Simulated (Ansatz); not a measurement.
Born–Oppenheimer molecular dynamics of a periodic cell of 20 atoms, Cs2TeH6SO10 (host Cs2TeH6SO10, host structure R3). It goes on from the last frame of an earlier run, with new velocities.

Level of theory: DFT PBE-D3(BJ), scalar-relativistic, plane waves, PAW (Ansatz). Settings: accuracy low, cutoff 420 eV, k mesh 2x2x2, fermi-dirac smearing 0.05 eV, no spin polarisation.

```yaml
ensemble: NVT, Nosé–Hoover chain
time_step: 0.5 fs
steps_asked: 200
set_temperature: 910 K
thermostat: time constant 3 fs, chain length 1
seed: 361307
```

First frame:

```xyz
20
Lattice="3.7395 2.1590 5.5457 -3.7395 2.1590 5.5457 0.0000 -4.3180 5.5457" Properties=species:S:1:pos:R:3
Cs -0.152 0.211 4.590
Cs -0.097 -0.177 12.616
Te -0.117 -0.065 0.430
H 1.914 5.575 9.986
H -4.638 -1.019 9.753
H 2.993 -4.391 10.153
H 1.603 1.758 7.590
H -2.873 0.994 7.774
H 0.507 -2.240 6.725
S -0.134 0.018 8.871
O 1.167 4.525 10.255
O -4.911 -0.876 10.670
O 2.865 -3.378 10.449
O 0.011 0.405 7.482
O 0.574 0.953 9.813
O -1.721 0.087 9.201
O 0.390 -1.258 9.347
O 2.317 2.370 7.559
O -3.268 0.538 7.133
O 0.814 -3.110 7.169
```

(1) What does the run give?

(2) What happens to the structure?

(3) How do temperature and energy run in time?

## Answers

(1) The run went to its last step.

| Item | Value |
| --- | --- |
| steps done | 200 |
| time covered | 100 fs |
| mean temperature over the second half | 926 K |
| spread of the potential energy over the second half | 12.2 meV per atom |
| mean potential energy of the second half above the start | -91.1 meV per atom |

The conserved energy stayed within 1.1 meV per atom of its start (net change -0.61 meV per atom), so the integration is sound. A run of 0.1 ps of so small a system gives no equilibrium averages. Limits of this set-up: low accuracy level.

(2) Mean squared displacements from the first frame to the last, about the centre of mass: Cs 0.07 Å², Te 0.01 Å², H 0.49 Å², S 0.01 Å², O 0.12 Å². This is one draw of velocities; another would differ in detail.

(3) 
| time (fs) | T (K) | potential energy less start (eV) | conserved less start (meV/atom) |
| --- | --- | --- | --- |
| 0.0 | 910 | 0.000 | 0.00 |
| 3.0 | 1080 | -0.787 | -0.55 |
| 6.0 | 815 | -0.961 | -0.35 |
| 9.0 | 821 | -1.601 | -0.57 |
| 12.0 | 783 | -1.740 | -0.66 |
| 15.0 | 998 | -2.003 | -0.66 |
| 18.0 | 990 | -2.055 | -0.71 |
| 21.0 | 798 | -1.942 | -0.76 |
| 24.0 | 730 | -1.633 | -0.55 |
| 27.0 | 1261 | -2.174 | -0.77 |
| 30.0 | 997 | -2.129 | -0.43 |
| 33.0 | 700 | -2.484 | -0.82 |
| 36.0 | 622 | -2.416 | -0.71 |
| 39.0 | 1209 | -2.944 | -0.76 |
| 42.0 | 1076 | -2.890 | -0.70 |
| 45.0 | 649 | -2.783 | -0.90 |
| 48.0 | 512 | -2.354 | -0.70 |
| 51.0 | 1127 | -2.344 | -0.94 |
| 54.0 | 1445 | -1.795 | -0.69 |
| 57.0 | 794 | -1.517 | -0.67 |
| 60.0 | 633 | -1.712 | -0.88 |
| 63.0 | 784 | -1.680 | -0.61 |
| 66.0 | 1269 | -1.920 | -0.72 |
| 69.0 | 959 | -1.639 | -0.50 |
| 72.0 | 757 | -1.924 | -0.82 |
| 75.0 | 826 | -2.180 | -0.82 |
| 78.0 | 964 | -2.213 | -0.65 |
| 81.0 | 871 | -1.884 | -0.58 |
| 84.0 | 899 | -1.787 | -0.89 |
| 87.0 | 985 | -1.678 | -0.91 |
| 90.0 | 966 | -1.409 | -0.45 |
| 93.0 | 1060 | -1.899 | -0.72 |
| 96.0 | 712 | -1.707 | -0.45 |
| 99.0 | 756 | -1.870 | -0.66 |

Time of the run: 5.8 min on 1 thread of AMD EPYC 9R45 96-Core Processor (Zen 5), with other jobs on the host, peak memory 0.74 GiB.
